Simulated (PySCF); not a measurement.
# Mo(CH)(OH)3: geometry, NMR shifts and electronic excitations

What NMR shifts and electronic excitations should Mo(CH)(OH)3 (`[CH]#[Mo]([OH])([OH])[OH]`) show?

Programs: PySCF 2.14.0, with density-fitted response routines of our own. Each step states its level of theory. These are calculated values for one molecule in the gas phase, unless marked as measured. Atoms count from 0, in the outputs and in this text.

### Step 1. Starting geometry

9 atoms, charge 0, multiplicity 1; geometry from: GFN2-xTB.

Bonds of the start (Å): Mo0–C1 1.81, Mo0–O3 1.86, Mo0–O5 1.86, Mo0–O7 1.86, C1–H2 1.07, O3–H4 0.96, O5–H6 0.96, O7–H8 0.96.

### Step 2. Geometry optimisation at PBE0-D3(BJ)/def2-SVP

Job settings and geometry (Å):

```
{"job": {"xc": "PBE0", "basis": "def2-SVP", "d3": "d3bj", "grid": 1, "maxiter": 40, "kind": "geom"}, "charge": 0, "multiplicity": 1}
Mo    -0.001810    -0.001490    -0.308340
C      0.005980     0.003350     1.501440
H      0.027580     0.007070     2.572180
O      1.720350     0.435460    -0.845910
H      2.588910     0.654870    -0.494380
O     -1.256140     1.283030    -0.805350
H     -1.859230     1.913250    -0.399350
O     -0.495130    -1.724770    -0.807000
H     -0.730510    -2.570770    -0.413280
```

**Question.** This job is followed by: GIAO PBE0/pcSseg-1 Mo:def2-TZVP NMR shielding, non-relativistic, gas phase; TDDFT wB97X-D/def2-SVPD, vertical, gas phase, core orbitals frozen in the response; GIAO B3LYP/pcSseg-1 Mo:def2-TZVP NMR shielding, non-relativistic, gas phase. What will the session give for the following? point group; rotational constants (main isotopes); 13C shifts against TMS (PBE0/def2-TZVP+pcSseg-1); 1H shifts against TMS (PBE0/def2-TZVP+pcSseg-1, means over atoms taken as alike); 17O shifts against H2O (PBE0/def2-TZVP+pcSseg-1, means over atoms taken as alike); lowest singlet (wB97X-D/def2-SVPD); brightest single state of those computed; lowest triplet; vertical ionisation energy (ΔSCF); range of the shift of O3.

The runs gave:

| quantity | value |
| --- | --- |
| point group | C3v |
| rotational constants (main isotopes) | 3.52, 3.51, 2.87 GHz |
| 13C shifts against TMS (PBE0/def2-TZVP+pcSseg-1) | 289.4 ppm |
| 1H shifts against TMS (PBE0/def2-TZVP+pcSseg-1, means over atoms taken as alike) | 8.76, 4.84 ppm |
| 17O shifts against H2O (PBE0/def2-TZVP+pcSseg-1, means over atoms taken as alike) | 238.7 ppm |
| lowest singlet (wB97X-D/def2-SVPD) | 4.11 eV (301 nm), f = 0.000 |
| brightest single state of those computed | state 7, 5.64 eV, f = 0.025 |
| lowest triplet | 3.48 eV |
| vertical ionisation energy (ΔSCF) | 9.63 eV |
| range of the shift of O3 | 238.7 to 243.6 ppm |

In words: Relaxing lowered the energy by 0.385 eV in 5 steps; the close pair that moved most is Mo0–C1, from 1.810 to 1.714 Å. At PBE0/def2-TZVP+pcSseg-1: The largest span, 600 ppm, is at O3, O5, O7, where the paramagnetic term is -296 ppm. The lowest singlet, at 4.11 eV, is HOMO→LUMO 0.49, HOMO−1→LUMO+1 0.48 and is dark; of the 10 states computed, the strongest absorption comes from states 6 to 7 together at 5.64 eV. The lowest triplet lies 0.63 eV below the lowest singlet (triplets in Tamm-Dancoff, singlets in full TDDFT). The orbital energy would give 9.35 eV for ionisation, ΔSCF gives 9.63 eV. Across the 2 runs the shift of O3 (with its like atoms) moves most, between 238.7 (PBE0/def2-TZVP+pcSseg-1) and 243.6 ppm (B3LYP/def2-TZVP+pcSseg-1). Spin-orbit coupling is left out, which matters for shieldings and couplings at and beside the heavy atoms.
